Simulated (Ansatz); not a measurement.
**SiAs (quartet): wave-function methods side by side, cc-pVTZ**

The task here is to estimate one member of a computed series from the others.

The runs use Ansatz 0.2.0, Gaussian basis; cc-pVTZ, core rule «outside noble gas», up to 19 orbitals frozen.

The runs, in order: UHF; CCSD(T) on ROHF; CCSD(T) on UHF; BCCD(T) on ROHF; CISD as a restricted active space (open shells left free, so some higher excitations enter); CCSDT(Q) on ROHF; CCSDT(Q) on UHF; CASSCF and MRCISD+Q, 9 electrons in 8 orbitals; CASSCF and NEVPT2, 9 electrons in 8 orbitals.

20 further runs of the same task are left out: 10 that didn't finish, 10 set aside as unsound or not needed. Runs told in other sessions of the task aren't counted.

### The geometry

The geometry is a PBE0/def2-TZVP stationary point (not a proven minimum). No spin-orbit coupling is included. The filled d shell of As may be among the frozen orbitals whatever the setting's name suggests.

2 atoms, charge 0, spin multiplicity 4.

Atoms are counted from 1 here; the program's logs count them from 0.

Bond lengths: Si1–As2 2.454 Å.

Geometry (Å):

```
Si    0.0000    0.0000    0.0000
As    0.0000    0.0000    2.4536
```

The first run:

in.yaml reads:

```yaml
crystal:
  periodic: [false, false, false]
  atoms:
    - {symbol: Si, position_ang: [0.000000, 0.000000, 0.000000]}
    - {symbol: As, position_ang: [0.000000, 0.000000, 2.453600]}
basis:
  gaussian: {orbitals: cc-pVTZ}
magnetization: {spin_polarized: true, initial_magnetization: 3}
hamiltonian: {xc: hf}
output: {orbitals: {seedname: orbitals}}
```

Run with:

```bash
$ ansatz run in.yaml --threads 1 --pin off --events-out ev --progress --plain --max-ram 2393MiB
```

Steps of the session up to this table: UHF; CCSD(T) on ROHF; CCSD(T) on UHF; BCCD(T) on ROHF; CISD as a restricted active space (open shells left free, so some higher excitations enter); CCSDT(Q) on ROHF; CCSDT(Q) on UHF; CASSCF and MRCISD+Q, 9 electrons in 8 orbitals; CASSCF and NEVPT2, 9 electrons in 8 orbitals.

One table of the session follows, with a row left open; its other results are not shown here.

It belongs to the step «Misses and costs». 

```
          method  from UCCSDT(Q) (meV)
            ROHF               +5712.8
             UHF               +5433.7
            RMP2               +1178.9
            UMP2                     ?
            CISD                +687.7
           RCCSD                +322.1
           UCCSD                +303.7
        RCCSD(T)                 +68.2
        UCCSD(T)                 +61.3
         BCCD(T)                 +69.2
          RCCSDT                 +23.0
          UCCSDT                 +13.7
       RCCSDT(Q)                  +9.3
       UCCSDT(Q)                     0
  CASSCF valence               +4721.9
  NEVPT2 valence               +1132.6
  MRCISD valence                +512.4
MRCISD+Q valence                 +88.7
```

**Question.** Estimate the row for UMP2.

As computed: from UCCSDT(Q) (meV): +1239.9. In the column «from UCCSDT(Q) (meV)» it lies between RMP2 (+1178.9) and CASSCF valence (+4721.9).

With the free atoms at the same levels and basis (separate runs), the atomisation energy is 1.408 eV at UCCSDT(Q), 1.399 eV at RCCSD(T), 1.386 eV at UCCSD(T), 0.380 eV at ROHF.

Limits of these values: Restricted and unrestricted rows rest on different reference determinants; a gap between their highest levels can come from leftover correlation error, from unlike frozen cores or from another state.
